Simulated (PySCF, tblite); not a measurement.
# C4H6F2O2Si: geometry, infrared bands and NMR shifts

What infrared bands and NMR shifts should C4H6F2O2Si (`O=C/C(=C\O[SiH3])C(F)F`) show?

Computed with tblite 0.8.0 and PySCF 2.14.0, with density-fitted response routines of our own, on a single molecule in the gas phase. Atoms are numbered from 0 throughout.

## (1) Starting geometry

15 atoms, charge 0, multiplicity 1; geometry from: force field or distance geometry start.

Bonds of the start (Å): O0–C1 1.26, C1–C2 1.48, C2–C3 1.34, C3–O4 1.37, O4–Si5 1.74, C2–C6 1.49, C6–F7 1.40, C6–F8 1.38, C1–H9 1.11, C3–H10 1.11, Si5–H11 1.48, Si5–H12 1.46, Si5–H13 1.47, C6–H14 1.11.

## (2) Optimising the geometry with GFN2-xTB

The job: settings as JSON, then the geometry in Å.

```
{"job": {"kind": "relax", "xc": "GFN2-xTB", "basis": "xTB"}, "charge": 0, "multiplicity": 1}
O      0.226000     2.093200     0.175400
C     -0.765200     1.416200     0.562100
C     -0.941600     0.038700     0.057500
C     -0.091700    -0.466100    -0.840400
O      0.986100     0.259100    -1.270400
Si     2.582000     0.074700    -0.590800
C     -2.123700    -0.719400     0.552500
F     -1.946400    -0.808100     1.939700
F     -2.071700    -2.001300     0.057700
H     -1.486900     1.811600     1.304900
H     -0.249700    -1.498600    -1.210400
H      3.384900    -0.813600    -1.459200
H      3.173300     1.391100    -0.376500
H      2.399700    -0.588300     0.708900
H     -3.079500    -0.181300     0.366900
```

Run with:

```bash
$ OMP_NUM_THREADS=1 python probes_run.py task.json out
```

One launch serves the whole session: the jobs run in the order shown.

**Question.** This job is followed by: GFN2-xTB harmonic vibrations, gas phase; GIAO PBE0/pcSseg-1 NMR shielding, non-relativistic, gas phase. Predict these results of the whole session: strongest single infrared mode (GFN2-xTB); zero-point energy (GFN2-xTB); 13C shifts against TMS (PBE0/pcSseg-1); 1H shifts against TMS (PBE0/pcSseg-1, means over atoms taken as alike); 17O shifts against H2O (PBE0/pcSseg-1); 29Si shifts against TMS (PBE0/pcSseg-1); 19F shifts against CFCl3 (PBE0/pcSseg-1, means over atoms taken as alike).

The runs gave:

| quantity | value |
| --- | --- |
| strongest single infrared mode (GFN2-xTB) | 1544 cm⁻¹, 548 km/mol |
| zero-point energy (GFN2-xTB) | 57.2 kcal/mol |
| 13C shifts against TMS (PBE0/pcSseg-1) | 192.2, 177.7, 120.5, 120.1 ppm |
| 1H shifts against TMS (PBE0/pcSseg-1, means over atoms taken as alike) | 9.05, 7.79, 6.57, 5.49 ppm |
| 17O shifts against H2O (PBE0/pcSseg-1) | 547.7, 163.5 ppm |
| 29Si shifts against TMS (PBE0/pcSseg-1) | -40.6 ppm |
| 19F shifts against CFCl3 (PBE0/pcSseg-1, means over atoms taken as alike) | -118.1 ppm |

**Reading.** The optimisation took 169 steps and gained 0.975 eV; among the close pairs (by a distance rule), C3–O4 changed most, from 1.368 to 1.281 Å. No mode is imaginary among the 39: a minimum at this level. The strongest single mode, at 1544 cm⁻¹, moves mainly C3 and C2. GFN2-xTB is a fitted tight-binding method: band positions and strengths are rough. Its intensities can rank the bands wrongly. C1 (aldehyde carbonyl carbon) lies farthest downfield among carbon, at 192.2 ppm; the double bond to the heteroatom, with no lone-pair donor beside it, deshields it most. H9 (hydrogen on an aldehyde carbonyl carbon) lies farthest downfield among hydrogen, at 9.05 ppm; the formyl region, downfield of aromatic protons. At PBE0/pcSseg-1: Shielding is most anisotropic at O0 (span 1011 ppm, paramagnetic term -616 ppm).
